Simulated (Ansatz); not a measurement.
The system is Ca3Lu.

```
Lu Ca
1.0
     5.36177    0.00000    0.00000
     0.00000    5.36177    0.00000
     0.00000    0.00000    5.36177
Lu Ca
1 3
Direct
  0.50000 0.50000 0.50000
  0.00000 0.00000 0.50000
  0.00000 0.50000 0.00000
  0.50000 0.00000 0.00000
```

The cell comes from a database or a generator and needn't be the stable form of this composition.

* Program: Ansatz 0.2.0
* Task: relaxation of cell and atoms
* Functional: PBE
* Dispersion: D3(BJ)-ATM
* Potentials or basis: Ansatz PAW
* Cutoff: 420 eV (not typed: the program's choice for these potentials)
* k mesh: 5 × 5 × 5
* Occupations: fermi-dirac, width 0.05 eV
* Spin: no spin polarisation

At the start: volume 38.54 Å³/atom.

Q: Where does the relaxation end?

A: It ends after 4 steps and the volume is 36.84 Å³/atom (-4.4 %); space group Pm-3m (No. 221, to 0.05 Å).

The path:
| step | energy change (eV) | largest force (eV/Å) | volume (Å³) |
| --- | --- | --- | --- |
| 1 | 0.0000 | 0.0000 | 154.14 |
| 2 | -0.0183 | 0.0000 | 149.87 |
| 3 | -0.0213 | 0.0000 | 147.37 |
| 4 | -0.0208 | 0.0000 | 147.37 |

Final structure:
```
Lu Ca
1.0
     5.28211    0.00000    0.00000
     0.00000    5.28211    0.00000
     0.00000    0.00000    5.28211
Lu Ca
1 3
Direct
  0.50000 0.50000 0.50000
  0.00000 0.00000 0.50000
  0.00000 0.50000 0.00000
  0.50000 0.00000 0.00000
```

Caveat: the plane-wave basis is chosen anew once the cell has moved, so the energies of steps on either side of that aren't comparable; pairwise dispersion overbinds metals, which lowers pressure and volume.
